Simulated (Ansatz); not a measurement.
**AlGaHO (quartet): from Hartree-Fock to the top rungs at a displaced geometry (v2), cc-pVDZ**

The task here is to estimate one member of a computed series from the others.

Program: Ansatz 0.2.0, Gaussian basis. Level of theory: cc-pVDZ, core rule «outside noble gas», up to 20 orbitals frozen. These are calculated values, not measurements.

To be run: UHF; CCSD(T) on ROHF; CCSD(T) on UHF; BCCD(T) on ROHF; CISD as a restricted active space (open shells left free, so some higher excitations enter); CCSDT(Q) on ROHF; CCSDT(Q) on UHF.

26 further runs of the same task are left out: 5 for a known fault of the program, 13 that didn't finish, 8 set aside as unsound or not needed. Runs told in other sessions of the task aren't counted.

## The geometry

The geometry is a PBE0/def2-TZVP stationary point (not a proven minimum) with its atoms shifted at random (size 0.100 Å). No spin-orbit coupling is included. The filled d shell of Ga may be among the frozen orbitals whatever the setting's name suggests.

4 atoms, charge 0, spin multiplicity 4.

Atoms are counted from 1 here; the program's logs count them from 0.

Bond lengths: Al1–Ga2 2.388 Å, Al1–H4 1.545 Å, Ga2–O3 1.848 Å. Angles: Ga2–Al1–H4 124.8°, Al1–Ga2–O3 160.2°.

The first run:

Contents of in.yaml:

```yaml
crystal:
  periodic: [false, false, false]
  atoms:
    - {symbol: Al, position_ang: [0.113556, -0.206135, 2.024743]}
    - {symbol: Ga, position_ang: [-0.051318, 0.119129, -0.334970]}
    - {symbol: O, position_ang: [0.025303, -0.229968, -2.148438]}
    - {symbol: H, position_ang: [0.108411, 0.927828, 3.073720]}
basis:
  gaussian: {orbitals: cc-pVDZ}
magnetization: {spin_polarized: true, initial_magnetization: 3}
hamiltonian: {xc: hf}
output: {orbitals: {seedname: orbitals}}
```

Launch:

```bash
ansatz run in.yaml --threads 1 --pin off --events-out ev --progress --plain --max-ram 2393MiB
```

Among the steps run: UHF; CCSD(T) on ROHF; CCSD(T) on UHF; BCCD(T) on ROHF; CISD as a restricted active space (open shells left free, so some higher excitations enter); CCSDT(Q) on ROHF; CCSDT(Q) on UHF.

One table of the session follows, with a row left open; its other results are not shown here.

```
   method  from UCCSDT(Q) (meV)
     ROHF               +7701.9
      UHF               +7493.9
     RMP2               +1212.1
     UMP2                     ?
    RCCSD                +283.9
    UCCSD                +277.9
 RCCSD(T)                 +73.0
 UCCSD(T)                 +71.7
  BCCD(T)                 +72.4
   RCCSDT                 +24.6
   UCCSDT                 +22.0
RCCSDT(Q)                  +5.8
UCCSDT(Q)                     0
```

**Question.** Estimate the row for UMP2.

As computed: from UCCSDT(Q) (meV): +1220.5. In the column «from UCCSDT(Q) (meV)» it lies between RMP2 (+1212.1) and UHF (+7493.9).

Not comparable, so not listed: CISD as a restricted active space (open shells left free, so some higher excitations enter) (they don't share determinant, frozen orbitals or solution with the rows shown, or repeat one).

Limits of these values: Restricted and unrestricted rows rest on different reference determinants; a gap between their highest levels can come from leftover correlation error, from unlike frozen cores or from another state.
